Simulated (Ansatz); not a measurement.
# AlSiN: the cost of one run

Computed with Ansatz 0.2.0 (DFT PBE, scalar-relativistic, plane waves, PAW, unless a step's input says otherwise).

## 1. Starting point

The structure is tetragonal, space group P4/nmm (No. 129). The conventional cell has a = 3.241 Å, b = 3.241 Å, c = 7.413 Å, α = 90.00°, β = 90.00°, γ = 90.00°. Al (site symmetry 4mm) is surrounded by 4 N at 1.87 Å and 4 Si at 2.74 Å. Si (site symmetry 4mm) has 4 Al at 2.74 Å in its first shell of neighbours. N (site symmetry -4m2) is surrounded by 4 Al at 1.87 Å.

Coordinates:

```
CELL_PARAMETERS angstrom
3.24119 0.00000 0.00000
0.00000 3.24119 0.00000
0.00000 0.00000 7.41266
ATOMIC_POSITIONS crystal
Al 0.00000 0.50000 0.87510
Al 0.50000 0.00000 0.12490
Si 0.50000 0.00000 0.67318
Si 0.00000 0.50000 0.32682
N 0.00000 0.00000 0.00000
N 0.50000 0.50000 0.00000
```

A structure generator made this guess: species swapped into a database cell of PrIO (P4/nmm, No. 129), with Al on the Pr sites, Si on the I sites and N on the O sites. Lengths come from tabulated atomic sizes and are only a guess.

## 2. A first look at the guess

The input, input.yaml:

```yaml
crystal:
  lattice:
    - [3.24118894, 0.0, 0.0]
    - [0.0, 3.24118894, 0.0]
    - [0.0, 0.0, 7.41266254]
  atoms:
    - { symbol: Al, position: [0.0, 0.5, 0.87510371] }
    - { symbol: Al, position: [0.5, 0.0, 0.12489629] }
    - { symbol: Si, position: [0.5, 0.0, 0.67318034] }
    - { symbol: Si, position: [0.0, 0.5, 0.32681966] }
    - { symbol: "N", position: [0.0, 0.0, 0.0] }
    - { symbol: "N", position: [0.5, 0.5, 0.0] }
basis:
  ecutwfc: 420
kpoints:
  mp_grid: { grid: [6, 6, 4] }
hamiltonian:
  xc: pbe
scf:
  occupations: { method: gaussian, width: 0.1 }
  lower_state_search: "off"
output:
  forces: true
  stress: true
  eigenvalues: true
```

Launch:

```bash
$ ansatz run input.yaml --threads 1 --pin off --max-ram 2560MiB --backend cpu --events-out ev --progress --plain --runs-dir out
```

Q: Estimate wall time and peak memory on 1 thread of Intel Xeon at 2.50GHz (Skylake/Cascade Lake), shared host.

About 5.2 s, with a peak of 0.36 GiB.
